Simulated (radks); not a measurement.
# Br²⁺ in [Ar] 3d10 4s1.5 4p3.5: an all-electron calculation

One table from this session's results is given with a row withheld; the runs are named, their logs left out.

The numbers are computed with radks (a radial shooting solver on a logarithmic mesh, Libxc functionals) version 1 (scalar-relativistic Kohn-Sham, BLYP, spin-polarised, spherical densities, point nucleus; open shells are filled with parallel spins first), except any that are marked as measured or tabulated.

## What is computed

| Item | Value |
| --- | --- |
| element | bromine (Z = 35) |
| charge | +2 |
| electrons | 33 |
| configuration | [Ar] 3d10 4s1.5 4p3.5 |

The first run:

Settings of this run:

```text
Z 35
configuration [Ar] 3d10 4s1.5 4p3.5
relativity scalar-relativistic
functional b88,lyp
spin polarised
nucleus point
c 137.035999084
```

One of the session's tables, all rows but one given; the rest of the session is left out.

It belongs to the step «Radial structure». From the orbitals of this run (lengths in bohr):

```
  level      <r>  outermost maximum (interpolated)  90 % within  nodes
  1s up  0.04275                            0.0279       0.0764      0
1s down  0.04275                            0.0279       0.0764      0
  2s up   0.1895                             0.159        0.293      1
2s down   0.1895                             0.159        0.293      1
  2p up   0.1654                             0.127        0.270      0
2p down   0.1654                             0.127        0.270      0
  3s up   0.5515                             0.484        0.821      2
3s down   0.5513                             0.484        0.821      2
  3p up   0.5642                             0.481        0.862      1
3p down        ?                                 ?            ?      ?
  3d up   0.5902                             0.430        0.974      0
3d down   0.5873                             0.430        0.966      0
  4s up    1.581                              1.39         2.32      3
4s down    1.587                              1.38         2.34      3
  4p up    1.831                              1.57         2.73      2
4p down    1.872                              1.57         2.82      2
```

Q: Estimate the row for 3p down from the others.

**Answer.** <r>: 0.5637; outermost maximum (interpolated): 0.481; 90 % within: 0.861; nodes: 1. In the column «<r>» it lies between 3s up (0.5515) and 3p up (0.5642).
